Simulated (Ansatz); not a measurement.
Crystal: AgRh.

```xyz
2
Lattice="2.7776 0.0000 0.0000 -1.3888 2.4055 0.0000 0.0000 0.0000 4.8086" Properties=species:S:1:pos:R:3 pbc="T T T"
Ag    0.0000    0.0000    2.4043
Rh    1.3888    0.8018    0.0000
```

The cell comes from a database or a generator and needn't be the stable form of this composition.

| Property | Result |
| --- | --- |
| Program | Ansatz 0.2.0 |
| Task | single point |
| Functional | PBEsol |
| Potentials or basis | Ansatz PAW |
| Cutoff | 420 eV (not typed: the program's choice for these potentials) |
| k mesh | 11 × 11 × 6 |
| Occupations | fermi-dirac, width 0.05 eV |
| Spin | no spin polarisation |

On this cell: pressure -10.6 GPa; largest force under 0.003 eV/Å; band gap on the k mesh none (metal or under the smearing width).

The same run follows on a disturbed copy (atoms moved at random, drawn with an rms of 0.05 Å):

```xyz
2
Lattice="2.7776 0.0000 0.0000 -1.3888 2.4055 0.0000 0.0000 0.0000 4.8086" Properties=species:S:1:pos:R:3 pbc="T T T"
Ag   -0.0691   -0.0115    2.4209
Rh    1.4279    0.7566   -0.0426
```

Task: What changes?

Result: The energy (extrapolated to zero smearing) moves by +8.5 meV/atom; pressure -10.2 GPa; largest force 0.387 eV/Å; band gap on the k mesh none (metal or under the smearing width).

Forces in eV/Å, atoms in the order of the input:
```
Ag   0.104 -0.044 -0.370
Rh  -0.104  0.044  0.370
```

Stress tensor (GPa, compression positive):
```
-10.16  -0.51  -0.32
 -0.51 -10.51   0.13
 -0.32   0.13  -9.93
```

Caveats: the PAW data sets come from PBE, with cores solved anew for the run's functional, which leaves a small shift of forces and pressure.
